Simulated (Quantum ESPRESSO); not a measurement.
# CoPd2O2 in Quantum ESPRESSO: notebook, part 2 of 2

Quantum ESPRESSO 7.5.

### 3 Work function, PBE, collinear spin, ferromagnetic start

The input, pw.in:

```
&CONTROL
  calculation = 'scf'
  prefix = 'pwscf'
  outdir = './tmp'
  pseudo_dir = './pseudo'
  tprnfor = .true.
  disk_io = 'low'
/
&SYSTEM
  ibrav = 0
  celldm(1) = 8
  nat = 5
  ntyp = 3
  ecutwfc = 35
  ecutrho = 141
  nbnd = 46
  occupations = 'smearing'
  smearing = 'fd'
  degauss = 0.00367493
  nspin = 2
  starting_magnetization(1) = 0
  starting_magnetization(2) = 0
  starting_magnetization(3) = 0.1176
/
&ELECTRONS
  conv_thr = 5d-09
  electron_maxstep = 150
  mixing_beta = 0.3
  mixing_mode = 'local-TF'
/
ATOMIC_SPECIES
Pd   106.4200 Pd_ONCV_PBE-1.2.upf
O     15.9990 O_ONCV_PBE-1.2.upf
Co    58.9332 Co_ONCV_PBE-1.2.upf
CELL_PARAMETERS alat
  0.6720336204965  -0.0000000000000   0.0000000000000
 -0.3360168102438   0.5819981875446   0.0000000000000
  0.0000000000000   0.0000000000000   4.9510824465195
ATOMIC_POSITIONS crystal
Pd     0.6666666667    0.3333333333    0.3578244275
O      0.6666666667    0.3333333333    0.4534943702
Co     0.0000000000    0.0000000000    0.5000000000
O      0.3333333333    0.6666666667    0.5465056298
Pd     0.3333333333    0.6666666667    0.6421755725
K_POINTS automatic
9 9 1 0 0 0
```

The input, pp_density.in:

```
&INPUTPP
  prefix = 'pwscf'
  outdir = './tmp'
  filplot = 'density.dat'
  plot_num = 0
/
&PLOT
  nfile = 1
  filepp(1) = 'density.dat'
  iflag = 3
  output_format = 6
  fileout = 'density.cube'
/
```

The input, pp_potential.in:

```
&INPUTPP
  prefix = 'pwscf'
  outdir = './tmp'
  filplot = 'potential.dat'
  plot_num = 11
/
&PLOT
  nfile = 1
  filepp(1) = 'potential.dat'
  iflag = 3
  output_format = 6
  fileout = 'potential.cube'
/
```

The input, pp_spin.in:

```
&INPUTPP
  prefix = 'pwscf'
  outdir = './tmp'
  filplot = 'spin.dat'
  plot_num = 6
/
&PLOT
  nfile = 1
  filepp(1) = 'spin.dat'
  iflag = 3
  output_format = 6
  fileout = 'spin.cube'
/
```

The input, pp_elf.in:

```
&INPUTPP
  prefix = 'pwscf'
  outdir = './tmp'
  filplot = 'elf.dat'
  plot_num = 8
/
&PLOT
  nfile = 1
  filepp(1) = 'elf.dat'
  iflag = 3
  output_format = 6
  fileout = 'elf.cube'
/
```

Potentials or basis: SG15 PBE 1.2.

Command:

```
OMP_NUM_THREADS=1 mpirun -n 2 pw.x -nk 2 -in pw.in > pw.out
OMP_NUM_THREADS=1 mpirun -n 1 pp.x -in pp_density.in > pp_density.out
OMP_NUM_THREADS=1 mpirun -n 1 pp.x -in pp_potential.in > pp_potential.out
OMP_NUM_THREADS=1 mpirun -n 1 pp.x -in pp_spin.in > pp_spin.out
OMP_NUM_THREADS=1 mpirun -n 1 pp.x -in pp_elf.in > pp_elf.out
```

pw.out:

```text
This program is part of the open-source Quantum ESPRESSO suite
     for quantum simulation of materials; please cite
         "P. Giannozzi et al., J. Phys.:Condens. Matter 21 395502 (2009);
         "P. Giannozzi et al., J. Phys.:Condens. Matter 29 465901 (2017);
         "P. Giannozzi et al., J. Chem. Phys. 152 154105 (2020);
     in publications or presentations arising from this work. More details at

     Message from routine setup:
     no reason to have ecutrho>4*ecutwfc
     Message from routine setup:
     using ibrav=0 with symmetry is DISCOURAGED, use correct ibrav instead

     K-points division:     npool     =       2
     Subspace diagonalization in iterative solution of the eigenvalue problem:
     a serial algorithm will be used

     G-vector sticks info
     --------------------
     sticks:   dense  smooth     PW     G-vecs:    dense   smooth      PW
     Sum         283     283     85                28019    27671    5005

     Using Slab Decomposition

     bravais-lattice index     =            0
     lattice parameter (alat)  =       8.0000  a.u.
     unit-cell volume          =     991.4772 (a.u.)^3
     number of atoms/cell      =            5
     number of atomic types    =            3
     number of electrons       =        65.00
     number of Kohn-Sham states=           46
     kinetic-energy cutoff     =      35.0000  Ry
     charge density cutoff     =     141.0000  Ry
     scf convergence threshold =      5.0E-09
     mixing beta               =       0.3000
     number of iterations used =            8  local-TF  mixing
     Exchange-correlation= PBE
                           (   1   4   3   4   0   0   0)

     celldm(1)=   8.000000  celldm(2)=   0.000000  celldm(3)=   0.000000
     celldm(4)=   0.000000  celldm(5)=   0.000000  celldm(6)=   0.000000

     crystal axes: (cart. coord. in units of alat)
               a(1) = (   0.672034  -0.000000   0.000000 )
               a(2) = (  -0.336017   0.581998   0.000000 )
               a(3) = (   0.000000   0.000000   4.951082 )

     reciprocal axes: (cart. coord. in units 2 pi/alat)
               b(1) = (  1.488021  0.859109 -0.000000 )
               b(2) = (  0.000000  1.718218 -0.000000 )
               b(3) = ( -0.000000 -0.000000  0.201976 )

[... 79 lines left out ...]

     Initial potential from superposition of free atoms

     starting charge      64.8712, renormalised to      65.0000

     negative rho (up, down):  4.114E-03 3.974E-03
     Starting wfcs are random

     Self-consistent Calculation

     iteration #  1     ecut=    35.00 Ry     beta= 0.30
     Davidson diagonalization with overlap
     ethr =  1.00E-02,  avg # of iterations = 11.5

     negative rho (up, down):  2.441E-03 2.365E-03
[... 185 lines left out ...]
     iteration # 18     ecut=    35.00 Ry     beta= 0.30
     Davidson diagonalization with overlap
     ethr =  1.65E-11,  avg # of iterations =  2.0

     Magnetic moment per site  (integrated on atomic sphere of radius R)
     atom   1 (R=0.195)  charge= 13.9512  magn=  0.3863
     atom   2 (R=0.186)  charge=  5.1787  magn=  0.0647
     atom   3 (R=0.186)  charge= 14.1095  magn=  0.2124
     atom   4 (R=0.186)  charge=  5.1787  magn=  0.0647
     atom   5 (R=0.195)  charge= 13.9512  magn=  0.3863

     End of self-consistent calculation

 ------ SPIN UP ------------

          k = 0.0000 0.0000 0.0000 (  3423 PWs)   bands (ev):

   -95.6473 -80.8914 -80.8914 -57.6428 -57.5081 -57.5081 -46.8254 -46.8254
   -46.3116 -46.3116 -46.3116 -46.3116 -18.3222 -16.7440  -4.7693  -2.8542
    -2.8542  -1.8413  -1.2107  -1.1979   0.4034   0.4034   1.2158   1.2158
     1.2294   1.2294   1.6310   1.6310   1.8483   2.3296   2.3296   2.7509
     2.7509   2.9150   3.4136   5.7489   5.7489   7.1834   7.8001   7.9486
     9.3075   9.4787  11.0325  12.3704  13.3182  14.5633
[... 93 lines left out ...]
   -95.6415 -80.8665 -80.8665 -57.6528 -57.6528 -57.5815 -46.7964 -46.7964
   -46.4605 -46.4605 -46.4604 -46.4604 -16.7869 -16.7869  -3.7500  -3.7500
    -3.3414  -2.6549  -2.6549  -1.7282   1.1134   1.1134   1.1375   1.1428
     1.2311   1.2311   1.3666   1.7255   2.0290   2.0290   2.0688   3.3062
     3.3062   5.0101   5.0101  10.8969  10.9014  10.9187  10.9187  10.9978
    10.9978  15.1571  15.2047  15.2391  15.2392  15.7458

 ------ SPIN DOWN ----------

          k = 0.0000 0.0000 0.0000 (  3423 PWs)   bands (ev):

   -95.4753 -80.6024 -80.6024 -57.3287 -57.3287 -57.3031 -46.3191 -46.3190
   -45.9870 -45.9870 -45.9870 -45.9870 -18.2157 -16.6184  -4.5900  -2.7345
    -2.7345  -1.6461  -0.9560  -0.9169   0.5054   0.5054   1.5156   1.5156
     1.5284   1.5284   1.9818   1.9818   2.1896   2.5492   2.5492   2.9519
     2.9519   3.3882   3.7601   5.9244   5.9244   7.3543   8.0030   8.0079
     9.4696   9.5771  11.1030  12.4998  13.4233  14.6525
[... 93 lines left out ...]
   -95.4694 -80.5773 -80.5773 -57.4740 -57.4740 -57.2412 -46.2890 -46.2890
   -46.1379 -46.1379 -46.1379 -46.1379 -16.6623 -16.6623  -3.6105  -3.6105
    -3.2669  -2.4097  -2.4097  -1.6470   1.3267   1.3267   1.3808   1.3906
     1.4789   1.4789   1.5443   1.9142   2.2083   2.3952   2.3952   3.9047
     3.9047   5.3294   5.3294  10.9962  10.9987  11.0305  11.0305  11.3286
    11.3286  15.2603  15.3047  15.3392  15.3392  15.8920

     the Fermi energy is     3.5030 ev

!    total energy              =    -839.69830806 Ry
     estimated scf accuracy    <          1.6E-09 Ry
     smearing contrib. (-TS)   =      -0.00133772 Ry
     internal energy E=F+TS    =    -839.69697034 Ry

     The total energy is F=E-TS. E is the sum of the following terms:
     one-electron contribution =   -5771.46572398 Ry
     hartree contribution      =    2890.74165643 Ry
     xc contribution           =     -90.57235050 Ry
     ewald contribution        =    2131.59944771 Ry

     total magnetization       =     1.34 Bohr mag/cell
     absolute magnetization    =     1.45 Bohr mag/cell

     convergence has been achieved in  18 iterations

     Forces acting on atoms (cartesian axes, Ry/au):

     atom    1 type  1   force =     0.00000000   -0.00000000   -0.02733832
     atom    2 type  2   force =     0.00000000   -0.00000000    0.04012394
     atom    3 type  3   force =     0.00000000   -0.00000000    0.00000000
     atom    4 type  2   force =    -0.00000000   -0.00000000   -0.04012394
     atom    5 type  1   force =     0.00000000    0.00000000    0.02733832

     Total force =     0.068663     Total SCF correction =     0.000912

=------------------------------------------------------------------------------=
   JOB DONE.
=------------------------------------------------------------------------------=
```

Run time: 2.8 min. Hardware: 2 MPI ranks of Intel Xeon at 2.50GHz (Skylake/Cascade Lake), shared host; peak memory 0.26 GiB.

These settings aren't checked as converged: the numbers below hold their error.

What came out:

```yaml
Free_energy: -11424.6775 eV
Largest_force: 1.032 eV/Å
Band_gap_on_the_k_mesh: none (metal or under the smearing width)
Net_moment: 1.34 μB per cell
Absolute_moment: 1.45 μB per cell
Site_moments: Pd +0.39; O +0.06; Co +0.21 μB
Valence_electrons_inside_the_program's_atomic_spheres: Pd 13.95; O 5.18; Co 14.11
Work_function_of_the_upper_face: 4.69 eV
Work_function_of_the_lower_face: 4.69 eV
```

Caveat: the cutoff lies well under what these potentials need, so the values aren't converged; semilocal functionals often make such compounds metallic where correlation or magnetic order opens a gap, which also shifts bond lengths.
